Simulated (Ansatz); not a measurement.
# C2H7NSSi: basis-set convergence

The task here is to estimate one member of a computed series from the others.

The runs use Ansatz 0.2.0, Gaussian basis; one geometry, several basis sets.

Plan: PBE0-D4/def2-SVP; ωB97M-V/def2-SVP; PBE0-D4/def2-QZVPP; ωB97M-V/def2-QZVPP; the functionals' def2-TZVPP values are taken from earlier runs.

### The geometry

The geometry comes from an earlier relaxation with PBE0-D4 in a triple-zeta def2 set; it is a stationary point, not always the lowest conformer.

SMILES `CN(C)[Si]S`, 12 atoms, charge 0, spin multiplicity 1.

Atoms are counted from 1 here; the program's logs count them from 0.

Bond lengths: C1–N2 1.442 Å, C1–H6 1.096 Å, C1–H7 1.097 Å, C1–H8 1.089 Å, N2–C3 1.452 Å, N2–Si4 1.718 Å, C3–H9 1.096 Å, C3–H10 1.097 Å, C3–H11 1.093 Å, Si4–S5 2.169 Å, S5–H12 1.344 Å. Angles: N2–C1–H6 110.1°, N2–C1–H7 111.7°, N2–C1–H8 111.3°, H6–C1–H7 107.6°, H6–C1–H8 107.4°, H7–C1–H8 108.7°, C1–N2–C3 112.0°, C1–N2–Si4 132.6°, C3–N2–Si4 115.5°, N2–C3–H9 110.9°, N2–C3–H10 111.1°, N2–C3–H11 110.1°, H9–C3–H10 108.1°, H9–C3–H11 108.4°, H10–C3–H11 108.1°, N2–Si4–S5 105.6°, Si4–S5–H12 102.8°.

Set-up of the first run:

The input, in.yaml:

```yaml
crystal:
  periodic: [false, false, false]
  atoms:
    - {symbol: C, position_ang: [-0.604388, 0.432937, 0.782011]}
    - {symbol: N, position_ang: [0.182277, -0.244845, -0.219043]}
    - {symbol: C, position_ang: [1.165019, -1.134936, 0.373100]}
    - {symbol: Si, position_ang: [0.183333, -0.180575, -1.935929]}
    - {symbol: S, position_ang: [-1.210530, 1.396918, -2.460321]}
    - {symbol: H, position_ang: [-0.958360, -0.284479, 1.531122]}
    - {symbol: H, position_ang: [-0.019415, 1.198471, 1.306571]}
    - {symbol: H, position_ang: [-1.481759, 0.904869, 0.342882]}
    - {symbol: H, position_ang: [0.679784, -1.896323, 0.995062]}
    - {symbol: H, position_ang: [1.871225, -0.580904, 1.002946]}
    - {symbol: H, position_ang: [1.734545, -1.640959, -0.410453]}
    - {symbol: H, position_ang: [-1.464831, 1.974726, -1.274148]}
basis:
  gaussian: {orbitals: def2-SVP}
hamiltonian: {xc: pbe0, dispersion: d4}
output: {orbitals: {seedname: orbitals}}
```

Steps of the session up to this table: PBE0-D4 in def2-SVP; ωB97M-V in def2-SVP; PBE0-D4 in def2-QZVPP; ωB97M-V in def2-QZVPP.

One table of the session follows, with a row left open; its other results are not shown here.

It belongs to the step «Density functionals: the series». 

| functional | basis | HOMO (eV) |
| --- | --- | --- |
| PBE0-D4 | def2-SVP | -6.49 |
| PBE0-D4 | def2-TZVPP | ? |
| PBE0-D4 | def2-QZVPP | -6.60 |
| ωB97M-V | def2-SVP | -8.55 |
| ωB97M-V | def2-TZVPP | -8.66 |
| ωB97M-V | def2-QZVPP | -8.69 |

**Question.** Estimate the row for PBE0-D4, def2-TZVPP.

As computed: HOMO (eV): -6.57. In the column «HOMO (eV)» it lies between PBE0-D4, def2-QZVPP (-6.60) and PBE0-D4, def2-SVP (-6.49).
